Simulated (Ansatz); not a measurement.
**BH₇SeSi₂: a ladder of functionals and wavefunction methods**

Aim: compute BH₇SeSi₂ with functionals from several rungs and with coupled cluster, and see how far each lands from CCSD(T) at the basis-set limit for the atomisation energy.

Computed with Ansatz 0.2.0, Gaussian basis. Level: functionals in def2-TZVPP, the program's frozen cores in correlated methods.

Plan: PBE-D4, r2SCAN-D4, PBE0-D4, B3LYP-D4, ωB97X-V, ωB97M-V, B2PLYP; CCSD(T)/def2-TZVPP; MP2/def2-QZVPP; extrapolation to the limit.

### Step 1. The relaxed structure

An earlier PBE0-D4 in a triple-zeta def2 set relaxation fixed the geometry.

SMILES `B[Se][SiH2][SiH3]`, 11 atoms, charge 0, spin multiplicity 1.

Atoms are counted from 1 here; the program's logs count them from 0.

Bond lengths: B1–Se2 1.908 Å, B1–H5 1.192 Å, B1–H6 1.191 Å, Se2–Si3 2.304 Å, Si3–Si4 2.336 Å, Si3–H7 1.487 Å, Si3–H8 1.486 Å, Si4–H9 1.486 Å, Si4–H10 1.487 Å, Si4–H11 1.488 Å. Angles: Se2–B1–H5 121.1°, Se2–B1–H6 116.5°, H5–B1–H6 122.4°, B1–Se2–Si3 98.0°, Se2–Si3–Si4 109.0°, Se2–Si3–H7 106.3°, Se2–Si3–H8 109.0°, Si4–Si3–H7 111.2°, Si4–Si3–H8 112.3°, H7–Si3–H8 108.8°, Si3–Si4–H9 109.3°, Si3–Si4–H10 108.8°, Si3–Si4–H11 111.1°, H9–Si4–H10 109.2°, H9–Si4–H11 109.2°, H10–Si4–H11 109.2°.

As a file:

```mol
BH7SeSi2
  3D, bonds by distance, orders not assigned

 11 10  0  0  0  0  0  0  0  0999 V2000
   -0.7122    2.0452    0.9576 B   0  0
    1.0844    1.4342    1.1519 Se  0  0
    0.7074   -0.8023    0.7462 Si  0  0
    0.0532   -1.0731   -1.4799 Si  0  0
   -1.5963    1.2869    0.7028 H   0  0
   -0.8963    3.2124    1.1078 H   0  0
    1.9940   -1.4971    1.0165 H   0  0
   -0.3169   -1.3010    1.7001 H   0  0
   -1.1661   -0.2628   -1.7357 H   0  0
    1.1500   -0.5983   -2.3638 H   0  0
   -0.2357   -2.5012   -1.7829 H   0  0
  1  2  8  0
  2  3  8  0
  3  4  8  0
  1  5  8  0
  1  6  8  0
  3  7  8  0
  3  8  8  0
  4  9  8  0
  4 10  8  0
  4 11  8  0
M  END
```

### Step 2. PBE-D4 (GGA)

in.yaml reads:

```yaml
crystal:
  periodic: [false, false, false]
  atoms:
    - {symbol: B, position_ang: [-0.712155, 2.045196, 0.957584]}
    - {symbol: Se, position_ang: [1.084382, 1.434216, 1.151854]}
    - {symbol: Si, position_ang: [0.707400, -0.802294, 0.746233]}
    - {symbol: Si, position_ang: [0.053188, -1.073069, -1.479872]}
    - {symbol: H, position_ang: [-1.596283, 1.286935, 0.702803]}
    - {symbol: H, position_ang: [-0.896317, 3.212415, 1.107830]}
    - {symbol: H, position_ang: [1.993962, -1.497054, 1.016526]}
    - {symbol: H, position_ang: [-0.316893, -1.300971, 1.700088]}
    - {symbol: H, position_ang: [-1.166084, -0.262810, -1.735738]}
    - {symbol: H, position_ang: [1.150027, -0.598271, -2.363767]}
    - {symbol: H, position_ang: [-0.235728, -2.501194, -1.782940]}
basis:
  gaussian: {orbitals: def2-TZVPP}
hamiltonian: {xc: pbe, dispersion: d4}
output: {forces: true, orbitals: {seedname: orbitals}}
```

Command:

```bash
> ansatz run in.yaml --threads 4 --pin off --events-out ev --progress --plain --max-ram 10444MiB
```

Further steps of the session: r2SCAN-D4 (meta-GGA); PBE0-D4 (hybrid); B3LYP-D4 (hybrid); ωB97X-V (range-separated); ωB97M-V (range-separated); B2PLYP (double hybrid); CCSD(T) in def2-TZVPP; MP2 in def2-QZVPP.

**Question.** What will the summary of the whole plan be? Wanted: atomisation energy, CCSD(T)/CBS; farthest; mean size of error, hybrid; mean size of error, range-separated; gap, smallest and largest; T1 diagnostic; triples share of the correlation energy.

As calculated:

| quantity | value |
| --- | --- |
| atomisation energy, CCSD(T)/CBS | 793.0 kcal/mol |
| functionals within 7.9 kcal/mol (1.0 %) | PBE-D4, r2SCAN-D4, PBE0-D4, B3LYP-D4, ωB97X-V, ωB97M-V |
| farthest | B2PLYP (-12.9 kcal/mol) |
| mean size of error, hybrid | 3.5 kcal/mol |
| mean size of error, range-separated | 3.8 kcal/mol |
| gap, smallest and largest | 4.01 eV (PBE-D4), 10.18 eV (ωB97X-V) |
| T1 diagnostic | 0.0136 |
| triples share of the correlation energy | 3.7 % |

In words: PBE-D4 misses by -4.1 kcal/mol. Double hybrids carry the basis error of their MP2 part in triple zeta, and no dispersion term here, so their miss is partly the set-up's. Misses under about 7.9 kcal/mol are within the doubt on the reference itself, which lacks core-valence correlation, relativity and higher excitations, and its outer-core shells are covered unevenly. All levels share the lack of spin-orbit coupling, which lowers the free heavy atoms and so the true binding. Hartree-Fock recovers 76 % of the binding; the rest is correlation. Orbital gaps span 4.0 to 10.2 eV; exact exchange widens them. Correlated methods include outer-core shells of Se, which these sets cover unevenly.
